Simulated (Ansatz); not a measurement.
Crystal: LaGe3Ir.

```
Ir La Ge
1.0
    -2.22362    2.22362    5.05176
     2.22362   -2.22362    5.05176
     2.22362    2.22362   -5.05176
Ir La Ge
1 1 3
Direct
  0.23877 0.23877 0.00000
  0.57853 0.57853 0.00000
  0.00049 0.00049 0.00000
  0.84263 0.34263 0.50000
  0.34263 0.84263 0.50000
```

The cell is a database's computed one.

| Item | Value |
| --- | --- |
| Program | Ansatz 0.2.0 |
| Task | relaxation of cell and atoms |
| Functional | revPBE |
| Potentials or basis | Ansatz PAW |
| Cutoff | 420 eV (not typed: the program's choice for these potentials) |
| k mesh | 8 × 8 × 8 |
| Occupations | fermi-dirac, width 0.05 eV |
| Spin | no spin polarisation |

At the start: volume 19.98 Å³/atom.

Problem. How do energy, volume and symmetry change on relaxing?

Solution. It ends after 5 steps and the volume is 20.67 Å³/atom (+3.4 %); space group I4mm (No. 107, to 0.05 Å).

The path:
```tsv
step	energy change (eV)	largest force (eV/Å)	volume (Å³)
1	0.0000	0.1294	99.91
2	-0.0289	0.0710	105.11
3	-0.0387	0.0076	103.46
4	-0.0387	0.0021	103.35
5	-0.0395	0.0022	103.35
```

Final structure:
```
Ir La Ge
1.0
    -2.24667    2.24667    5.11892
     2.24667   -2.24667    5.11892
     2.24667    2.24667   -5.11892
Ir La Ge
1 1 3
Direct
  0.23865 0.23865 0.00000
  0.57813 0.57813 0.00000
  0.00121 0.00121 0.00000
  0.84252 0.34252 0.50000
  0.34252 0.84252 0.50000
```

Caveat: the plane-wave basis is chosen anew once the cell has moved, so the energies of steps on either side of that aren't comparable; the PAW data sets come from PBE, with cores solved anew for the run's functional, which leaves a small shift of forces and pressure.
